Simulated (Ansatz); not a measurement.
# Zinc, simple cubic under r²SCAN: structure, energy and stiffness

The plan for zinc in the simple cubic structure: relax it, solve it on a dense k-mesh, switch on spin-orbit coupling, then scale the cell to 7 volumes from 88 to 112 % of the relaxed one and try a fit of the equation of state. The k-meshes are 12×12×12 for the relaxation; 20×20×20 for the dense run; 12×12×12 for spin-orbit coupling; 14×14×14 for the volumes.

This is Zn in the simple cubic structure; at room conditions it is hcp.

Program: Ansatz 0.2.0. Level of theory: DFT r2SCAN, plane waves (500 eV) with PAW, scalar-relativistic; PBE-made PAW files. These are calculated values, not measurements.

### 1 The starting structure

Symmetry: Pm-3m, No. 221, cubic system. Conventional cell: a = 2.542 Å, b = 2.542 Å, c = 2.542 Å, α = 90.00°, β = 90.00°, γ = 90.00°. Around Zn (site symmetry m-3m) lie 6 Zn at 2.54 Å.

Coordinates:

```cif
data_structure
_symmetry_space_group_name_H-M 'Pm-3m'
_symmetry_Int_Tables_number 221
_cell_length_a 2.5421
_cell_length_b 2.5421
_cell_length_c 2.5421
_cell_angle_alpha 90.000
_cell_angle_beta 90.000
_cell_angle_gamma 90.000
_cell_volume 16.43
loop_
_atom_site_label
_atom_site_type_symbol
_atom_site_symmetry_multiplicity
_atom_site_Wyckoff_symbol
_atom_site_fract_x
_atom_site_fract_y
_atom_site_fract_z
_atom_site_occupancy
Zn1 Zn 1 a 0.00000 0.00000 0.00000 1
```

### 2 Geometry optimisation

input.yaml

```yaml
crystal:
  lattice:
    - [2.5420818099, 0.0, 0.0]
    - [0.0, 2.5420818099, 0.0]
    - [0.0, 0.0, 2.5420818099]
  atoms:
    - { symbol: Zn, position: [0.0, 0.0, 0.0] }
hamiltonian:
  xc: r2scan
  pseudopotentials:
    kind: paw
    azcp:
      Zn: "pseudopotentials/Zn.paw.azcp"
basis:
  ecutwfc: 500
  fft_grid_basis: typed
kpoints:
  mp_grid: { grid: [12, 12, 12], shift: [0, 0, 0] }
magnetization:
  spin_polarized: false
scf:
  occupations: { method: fermi_dirac, width: 0.1 }
relax:
  max_steps: 60
  f_tol: 0.01
  cell: {}
output:
  write_density: true
  write_potential: true
  elf: true
  volumetric_format: npy
```

Run with:

```sh
ansatz run input.yaml --threads 1 --pin off --max-ram 3584MiB --backend cpu --events-out ev --progress --plain --runs-dir out
```

The runs that follow: Single point on a dense mesh; A two-component run at the same geometry; The cell scaled to 88 % of its volume; The cell scaled to 92 % of its volume; The cell scaled to 96 % of its volume; The cell scaled to 100 % of its volume; The cell scaled to 104 % of its volume; The cell scaled to 108 % of its volume; The cell scaled to 112 % of its volume.

What does the calculation give? Wanted: space group; conventional cell; volume; shortest distance; gap on the mesh; relative to hcp; V₀, B₀, B₀′.

The runs gave:

```
                      quantity                         value
space group (spins left aside)               Pm-3m (No. 221)
             conventional cell                   a = 2.581 Å
                        volume                17.197 Å³/atom
             shortest distance                       2.581 Å
               gap on the mesh  none (levels filled in part)
               relative to hcp                 +297 meV/atom
                   V₀, B₀, B₀′   17.247 Å³/atom, 59 GPa, 4.9
```

The relaxation enlarged the cell by 4.7 % in volume. Against the reference form of zinc (hcp, computed apart with the same settings) it stands 297 meV/atom higher, so it is far from stable. No gap shows: it is a metal or semimetal at this level. The total energy of the spin-orbit run lies +2.2 eV/atom from the scalar one, but the two kinds of run don't share a zero of energy: only differences within one kind count. The fitted modulus is 59 GPa. Relaxation kept the symmetry; phonons were not checked.
